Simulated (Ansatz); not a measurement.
## PtSe2, space group P-3m1: a projected density of states, step by step

Computed with Ansatz's Python interface.

The cells in order, each with its output:

**Cell 1**
```python
import ansatz
import matplotlib.pyplot as plt
import numpy as np

SMEARING = "Marzari-Vanderbilt"
WIDTH_EV = 0.1
CUTOFF = 550
FUNCTIONAL = "r2SCAN"
K_LENGTH = 22
N_EMPTY = 12

lattice = ansatz.Lattice.of(
    (3.724, 0.0, 0.0),
    (-1.862, 3.2250786, 0.0),
    (0.0, 0.0, 5.062),
)
sites = [
    ("Pt", (0.0, 0.0, 0.0)),
    ("Se", (1 / 3, 2 / 3, 0.25)),
    ("Se", (2 / 3, 1 / 3, 0.75)),
]
system = ansatz.Crystal(lattice=lattice)
for symbol, position in sites:
    system = system.atom(symbol, position)
```

**Cell 2**
```python
base = (
    system.calculation()
    .occupations(SMEARING, width=WIDTH_EV)
    .basis(CUTOFF)
    .functional(FUNCTIONAL)
    .kpoints(length=K_LENGTH)
    .scf(extra_bands=N_EMPTY)
    .density_of_states(projected=True, energy_step=0.1)
)
outcome = base.run(threads=1, backend="cpu")
r = outcome.report
```

**Cell 3**
```python
r["mixing_algorithm"], r["preconditioner"], r["eigensolver"]
```
Output:
```text
('MSR1', 'Resta', 'band_cg')
```

**Cell 4**
```python
dos = outcome.density_of_states()
energy = np.asarray(dos.energies_ev) - dos.fermi_ev
curves = {}
for site in outcome.projected_density_of_states().sites:
    for shell in site.shells:
        weight = sum(np.sum(curve.g_bin_mean_per_ev, axis=0) for curve in shell.curves)
        name = f"{site.species} {shell.label}"
        curves[name] = curves.get(name, 0) + weight
```

**Cell 5**
```python
window = (energy > -10) & (energy < 4)
fig, ax = plt.subplots(figsize=(5.5, 3.5))
for name, g in curves.items():
    if g[window].max() > 0.05:
        ax.plot(energy[window], g[window], label=name, lw=1)
        print(f"{name:8s} peak {g[window].max():7.3f} states/eV at {energy[window][g[window].argmax()]:6.2f} eV")
ax.set(xlabel="E - E_F (eV)", ylabel="states/eV")
ax.legend(fontsize=7)
fig.tight_layout()
fig.savefig("pdos.png", dpi=100)
```
Output:
```text
Pt 6S    peak   0.400 states/eV at  -7.16 eV
Pt 5D    peak   4.787 states/eV at  -3.76 eV
Se 4S    peak   0.211 states/eV at  -5.96 eV
Se 4P    peak   2.804 states/eV at   1.64 eV
```

Caveats:
- The run is spin-unpolarised.
- For a metal this k-point mesh is coarse: on a finer one energies can move by several to tens of meV an atom and pressures by half a GPa or more, differences at one mesh by less.
- Of the deposited cell: the entry's cell lengths or inner coordinates differ somewhat from later room-temperature determinations.
- Peaks are the largest values inside the energy window taken; deeper bands lie outside it.
- Spin-orbit coupling, which matters for elements this heavy, is left out.
- The starting cell is as deposited in a crystallographic database; the results hold for this polymorph, which needn't be the stable one.
- Curves are summed over the cell's atoms. Only shells that the potentials hold have channels, so projections don't add up to the total, least of all where a shell is missing (p of most metals); heights and places of peaks move with the mesh.
- The density of states is complete only as far up as bands were computed.
- Wall time of the script: 5.9 s on 1 thread of Intel(R) Xeon(R) Platinum 8488C (Sapphire Rapids), with other jobs on the host, peak memory 0.61 GiB.

(Lines on the test bed's own set-up are left out of the output.)
